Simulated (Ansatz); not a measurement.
# SiSn2: the cost of one run

Computed with Ansatz 0.2.0 (DFT PBE, scalar-relativistic, plane waves, PAW, unless a step's input says otherwise).

### 1 The starting structure

Symmetry: P6/mmm, No. 191, hexagonal system. Conventional cell: a = 4.052 Å, b = 4.052 Å, c = 4.375 Å, α = 90.00°, β = 90.00°, γ = 120.00°. Si (site symmetry 6/mmm) has 12 Sn at 3.20 Å as nearest neighbours. Sn (site symmetry -6m2) is surrounded by 3 Sn at 2.34 Å and 6 Si at 3.20 Å.

As a file:

```
CELL_PARAMETERS angstrom
4.05168 0.00000 0.00000
-2.02584 3.50886 0.00000
0.00000 0.00000 4.37474
ATOMIC_POSITIONS crystal
Si 0.00000 0.00000 0.00000
Sn 0.33333 0.66667 0.50000
Sn 0.66667 0.33333 0.50000
```

This is candidate A: AlB2 type (P6/mmm, No. 191).

(A quick probe on a coarse mesh, which set the mesh and smearing, is not shown.)

### 3 A loose first relaxation (candidate A)

Input file input.yaml:

```yaml
crystal:
  lattice:
    - [4.0516841694, 0.0, 0.0]
    - [-2.0258420847, 3.5088614188, 0.0]
    - [0.0, 0.0, 4.3747420433]
  atoms:
    - { symbol: Si, position: [0.0, 0.0, 0.0] }
    - { symbol: Sn, position: [0.3333333333, 0.6666666667, 0.5] }
    - { symbol: Sn, position: [0.6666666667, 0.3333333333, 0.5] }
basis:
  ecutwfc: 420
kpoints:
  mp_grid: { grid: [6, 6, 4] }
hamiltonian:
  xc: pbe
scf:
  occupations: { method: gaussian, width: 0.1 }
  lower_state_search: "off"
output:
  forces: true
  stress: true
  eigenvalues: true
relax:
  adjacent_minimum: "off"
  f_tol: 0.04
  max_steps: 70
  cell: { stress_tol: 0.4 }
```

Launch:

```bash
$ ansatz run input.yaml --threads 1 --pin off --max-ram 2560MiB --backend cpu --events-out ev --progress --plain --runs-dir out
```

What time and memory should one allow on 1 thread of Intel Xeon 6975P-C (Granite Rapids), shared host?

About 15 s, with a peak of 0.38 GiB.
